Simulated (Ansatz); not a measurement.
# One shape, several levels: GeH2 (SMILES [GeH2])

We compute a comparison of 6 runs (HF/def2-TZVPPD, B2PLYP/def2-TZVPPD, BHLYP/def2-TZVPPD, PBE-QIDH/def2-TZVPPD, PBE/def2-TZVPPD, MP2/def2-TZVPPD) of GeH2. 

Program for the calculation: Ansatz 0.2.0.

34 further runs of the same task are left out: 34 set aside as unsound or not needed.

### 1 Starting point

GeH2 has 3 atoms, charge 0, and is taken as a singlet. SMILES: `[GeH2]`. The Ge1–H3 distance was set to 1.834 Å, away from the relaxed value.

Bond lengths: Ge1–H2 1.595 Å. A long bond or contact: Ge1–H3 1.834 Å.

### 2 A single-point energy at HF/def2-TZVPPD (run 1)

The input, input.yaml:

```yaml
crystal:
  periodic: [false, false, false]
  atoms:
    - {symbol: Ge, position_ang: [-0.623680, 0.638169, -0.266460]}
    - {symbol: H, position_ang: [0.729420, 0.976669, 0.506240]}
    - {symbol: H, position_ang: [-0.212900, -1.148700, -0.245300]}
basis:
  gaussian: {orbitals: def2-TZVPPD.json}
accuracy: high
output: {orbitals: {seedname: orbitals}}
hamiltonian: {xc: hf}
total_charge: 0
```

The basis set def2-TZVPPD is read from a file made from the Basis Set Exchange's data (not shown).

Command:

```bash
$ ansatz run input.yaml --threads 1 --pin off --max-ram 3480MiB --events-out events.jsonl --progress --plain --runs-dir runs
```

The program printed:

```text
Warning: RAYON_NUM_THREADS=1 ignored (pool sized by the plan → 1); use --threads N
Functional definition: HF
  name "HF"
  exchange = exact_x
  correlation = 0
1275 factors; integrals over basis functions are off by at most 4.7e-9 eV
mean field evaluation 1: about -56503.0737 eV, gradient 8.1e0 eV
mean field evaluation 2: about -56503.0992 eV, gradient 8.2e0 eV
mean field evaluation 4: about -56503.4743 eV, gradient 1.8e0 eV
mean field evaluation 8: about -56503.4820 eV, gradient 1.0e-3 eV
mean field evaluation 16: about -56503.4820 eV, gradient 1.7e-8 eV
mean field -56503.48202082 eV, -2076.4646648294 hartree, gradient 1.7e-8 eV, S^2 0.000000; 0 other end points of the search recorded, 0 dependent functions left out
reference -56503.48202082 eV, -2076.4646648294 hartree; 17, 17 occupied and 71, 71 virtual orbitals, 1275 factors
Total energy: -56503.48202082 eV, -2076.4646648294 hartree
```

It took 1.2 s on 1 thread of Arm Neoverse V2, shared host; peak memory 0.16 GiB.

### 3 A single-point energy at B2PLYP/def2-TZVPPD (run 2)

The input, run.yaml:

```yaml
crystal:
  periodic: [false, false, false]
  atoms:
    - {symbol: Ge, position_ang: [-0.623680, 0.638169, -0.266460]}
    - {symbol: H, position_ang: [0.729420, 0.976669, 0.506240]}
    - {symbol: H, position_ang: [-0.212900, -1.148700, -0.245300]}
basis:
  gaussian:
    orbitals: def2-TZVPPD.json
hamiltonian:
  xc: {name: B2PLYP}
correlation:
  frozen_orbitals: {Ge: 9, H: 0}
accuracy: high
output: {orbitals: {seedname: orbitals}}
```

The basis set def2-TZVPPD is read from a file made from the Basis Set Exchange's data (not shown).

Command:

```bash
$ ansatz run run.yaml --threads 1 --pin off --max-ram 3480MiB --events-out events.jsonl --progress --plain --runs-dir runs
```

The program printed (excerpt; [...] marks lines left out):

```text
Warning: RAYON_NUM_THREADS=1 ignored (pool sized by the plan → 1); use --threads N
Functional definition: B2PLYP
  name "B2PLYP"
[...]
1275 factors; integrals over basis functions are off by at most 4.7e-9 eV
[...]
mean field -56536.60229159 eV, -2077.6818123305 hartree, gradient 1.2e-8 eV, S^2 0.000000; 0 other end points of the search recorded, 0 dependent functions left out
9 core orbitals not correlated: weight in the atoms' cores, before any rotation towards them, 1.000 or more for the frozen orbitals, at most 0.000 for the correlated occupied ones
reference -56536.60231050 eV, -2077.6818130253 hartree; 8, 8 occupied and 71, 71 virtual orbitals, 1275 factors
second order -8.03217299 eV of doubles, -0.00000000 eV of singles
Total energy: -56538.77099720 eV, -2077.7615107918 hartree
```

Run time: 4.8 s. Hardware: 1 thread of Arm Neoverse V2, shared host; peak memory 0.2 GiB.

### 4 A single-point energy at BHLYP/def2-TZVPPD (run 3)

The input, job.yaml:

```yaml
crystal:
  periodic: [false, false, false]
  atoms:
    - symbol: Ge
      position_ang: [-0.623680, 0.638169, -0.266460]
    - symbol: H
      position_ang: [0.729420, 0.976669, 0.506240]
    - symbol: H
      position_ang: [-0.212900, -1.148700, -0.245300]
basis:
  gaussian:
    orbitals: def2-TZVPPD.json
hamiltonian:
  xc: {name: BHLYP}
accuracy: high
output: {orbitals: {seedname: orbitals}}
```

The basis set def2-TZVPPD is read from a file made from the Basis Set Exchange's data (not shown).

Command:

```bash
$ ansatz run job.yaml --threads 1 --pin off --max-ram 3480MiB --events-out events.jsonl --progress --plain --runs-dir runs
```

The program printed:

```text
Warning: RAYON_NUM_THREADS=1 ignored (pool sized by the plan → 1); use --threads N
Functional definition: BHLYP
  name "BHLYP"
  parameter a = 0.5
  exchange = (1 - a)*b88_x + a*exact_x
  correlation = lyp_c
1275 factors; integrals over basis functions are off by at most 4.7e-9 eV
mean field evaluation 1: about -56547.9949 eV, gradient 1.1e1 eV
mean field evaluation 2: about -56548.2208 eV, gradient 8.6e0 eV
mean field evaluation 4: about -56548.3140 eV, gradient 2.8e-1 eV
mean field evaluation 8: about -56548.3287 eV, gradient 1.5e-2 eV
mean field evaluation 16: about -56548.3287 eV, gradient 1.6e-6 eV
mean field -56548.32868685 eV, -2078.1127494080 hartree, gradient 2.7e-8 eV, S^2 0.000000; 0 other end points of the search recorded, 0 dependent functions left out
reference -56548.32870697 eV, -2078.1127501474 hartree; 17, 17 occupied and 71, 71 virtual orbitals, 1275 factors
Total energy: -56548.32870697 eV, -2078.1127501474 hartree
```

Run time: 3 s. Hardware: 1 thread of Arm Neoverse V2, shared host; peak memory 0.18 GiB.

Runs 4 to 5 aren't shown in full; the table further down has their settings and results.

### 5 The energy at MP2/def2-TZVPPD (run 6)

The input, job.yaml:

```yaml
crystal:
  periodic: [false, false, false]
  atoms:
    - {symbol: Ge, position_ang: [-0.623680, 0.638169, -0.266460]}
    - {symbol: H, position_ang: [0.729420, 0.976669, 0.506240]}
    - {symbol: H, position_ang: [-0.212900, -1.148700, -0.245300]}
basis:
  gaussian:
    orbitals: def2-TZVPPD.json
total_charge: 0
correlation:
  method: mp2
  frozen_orbitals: {Ge: 9, H: 0}
accuracy: high
```

The basis set def2-TZVPPD is read from a file made from the Basis Set Exchange's data (not shown).

Command:

```bash
$ ansatz run job.yaml --threads 1 --pin off --max-ram 3480MiB --events-out events.jsonl --progress --plain --runs-dir runs
```

The program printed:

```text
Warning: RAYON_NUM_THREADS=1 ignored (pool sized by the plan → 1); use --threads N
[... 4 set-up lines as earlier in the session ...]
1275 factors; integrals over basis functions are off by at most 4.7e-9 eV
mean field evaluation 1: about -56503.0737 eV, gradient 8.1e0 eV
mean field evaluation 2: about -56503.0992 eV, gradient 8.2e0 eV
mean field evaluation 4: about -56503.4743 eV, gradient 1.8e0 eV
mean field evaluation 8: about -56503.4820 eV, gradient 1.0e-3 eV
mean field evaluation 16: about -56503.4820 eV, gradient 1.7e-8 eV
mean field -56503.48202082 eV, -2076.4646648294 hartree, gradient 1.7e-8 eV, S^2 0.000000; 0 other end points of the search recorded, 0 dependent functions left out; unrestricted orbitals would lower it
9 core orbitals not correlated: weight in the atoms' cores, before any rotation towards them, 1.000 or more for the frozen orbitals, at most 0.000 for the correlated occupied ones
reference -56503.48202082 eV, -2076.4646648294 hartree; 8, 8 occupied and 71, 71 virtual orbitals, 1275 factors
second order -6.53150448 eV of doubles, -0.00000000 eV of singles
Total energy: -56510.01352530 eV, -2076.7046931917 hartree
```

Run time: 1.5 s. Hardware: 1 thread of Arm Neoverse V2, shared host; peak memory 0.16 GiB.

### 6 The series

| run | level | frozen core orbitals | energy (Eh) | HOMO energy (eV) | LUMO energy (eV) | HOMO–LUMO gap (eV) | wall time |
| --- | --- | --- | --- | --- | --- | --- | --- |
| 1 | HF/def2-TZVPPD | – | -2076.464665 | -9.28 | 0.06 | 9.34 | 1.2 s |
| 2 | B2PLYP/def2-TZVPPD | 9 | -2077.761511 | -7.85 | -1.95 | 5.90 | 4.8 s |
| 3 | BHLYP/def2-TZVPPD | – | -2078.112750 | -7.92 | -2.24 | 5.68 | 3 s |
| 4 | PBE-QIDH/def2-TZVPPD | 9 | -2077.531690 | -8.55 | -1.37 | 7.17 | 4.5 s |
| 5 | PBE/def2-TZVPPD | – | -2077.814261 | -5.99 | -4.03 | 1.96 | 2.5 s |
| 6 | MP2/def2-TZVPPD | 9 | -2076.704693 | – | – | – | 1.5 s |

### 7 Outcome

```
                                          quantity           value
                               run 6: total energy  -2076.70469 Eh
run 6: correlation energy (9 core orbitals frozen)      -240.0 mEh
```

In words: Over runs 1, 2, 3, 4, 5 the HOMO–LUMO gap runs from 1.96 eV (PBE/def2-TZVPPD) to 9.34 eV (HF/def2-TZVPPD). Exact exchange widens orbital gaps. Totals of different functionals can't be ranked against each other. In run 6 the log says that unrestricted orbitals would lower the reference, so the values rest on an unstable closed-shell determinant (other closed-shell runs at this shape may share the fault). All runs together took 18 s, the longest 4.8 s.
